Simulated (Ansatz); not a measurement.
# BGeH₃+ (doublet): from Hartree-Fock to the top rungs, cc-pVTZ

One table from this session's results is given with a row withheld; the runs are named, their logs left out.

Computed with Ansatz 0.2.0, Gaussian basis. Level: cc-pVTZ, core rule «outside noble gas», up to 15 orbitals frozen.

The runs, in order: UHF; CCSD(T) on ROHF; CCSD(T) on UHF; BCCD(T) on ROHF; CCSDT(Q) on ROHF; CCSDT(Q) on UHF; CASSCF and NEVPT2, 9 electrons in 11 orbitals.

4 further runs of the same task are left out: 4 set aside as unsound or not needed.

### The geometry

The geometry is a PBE0/def2-TZVP stationary point (not a proven minimum) of the parent state, kept for this charge and spin. No spin-orbit coupling is included. The filled d shell of Ge may be among the frozen orbitals whatever the setting's name suggests; the logs give the count.

5 atoms, charge 1, spin multiplicity 2.

Atoms are counted from 1 here; the program's logs count them from 0.

Bond lengths: Ge1–B2 1.949 Å, Ge1–H3 1.780 Å, B2–H3 1.366 Å, B2–H4 1.203 Å, B2–H5 1.203 Å. Angles: B2–Ge1–H3 42.7°, Ge1–B2–H3 62.0°, Ge1–B2–H4 120.1°, Ge1–B2–H5 120.1°, H3–B2–H4 106.0°, H3–B2–H5 106.0°, H4–B2–H5 119.4°, Ge1–H3–B2 75.3°.

Set-up of the first run:

File in.yaml:

```yaml
crystal:
  periodic: [false, false, false]
  atoms:
    - {symbol: Ge, position_ang: [-0.002248, 0.000000, 0.318665]}
    - {symbol: B, position_ang: [-0.066617, -0.000001, -1.629219]}
    - {symbol: H, position_ang: [1.160664, 0.000000, -1.028885]}
    - {symbol: H, position_ang: [-0.142071, -1.038714, -2.230917]}
    - {symbol: H, position_ang: [-0.142072, 1.038712, -2.230918]}
basis:
  gaussian: {orbitals: cc-pVTZ}
total_charge: 1
magnetization: {spin_polarized: true, initial_magnetization: 1}
hamiltonian: {xc: hf}
output: {orbitals: {seedname: orbitals}}
```

Started as:

```console
$ ansatz run in.yaml --threads 1 --pin off --events-out ev --progress --plain --max-ram 4096MiB --backend cpu
```

Steps of the session up to this table: UHF; CCSD(T) on ROHF; CCSD(T) on UHF; BCCD(T) on ROHF; CCSDT(Q) on ROHF; CCSDT(Q) on UHF; CASSCF and NEVPT2, 9 electrons in 11 orbitals.

One table of the session follows, with a row left open; its other results are not shown here.

| method | from UCCSDT(Q) (meV) |
| --- | --- |
| ROHF | +6205.9 |
| UHF | +6030.6 |
| RMP2 | +1139.7 |
| UMP2 | +1179.3 |
| RCCSD | +272.9 |
| UCCSD | +263.8 |
| RCCSD(T) | +46.9 |
| UCCSD(T) | +44.5 |
| BCCD(T) | +46.2 |
| RCCSDT | +14.1 |
| UCCSDT | ? |
| RCCSDT(Q) | +5.0 |
| UCCSDT(Q) | 0 |
| CASSCF valence | +3554.2 |
| NEVPT2 valence | +825.5 |

**Question.** Estimate the row for UCCSDT.

The run gave: from UCCSDT(Q) (meV): +9.7. In the column «from UCCSDT(Q) (meV)» it lies between RCCSDT(Q) (+5.0) and RCCSDT (+14.1).

Limits of these values: Restricted and unrestricted rows rest on different reference determinants; where their highest levels disagree by more than a few hundredths of an eV, they describe different states and don't form one ladder.
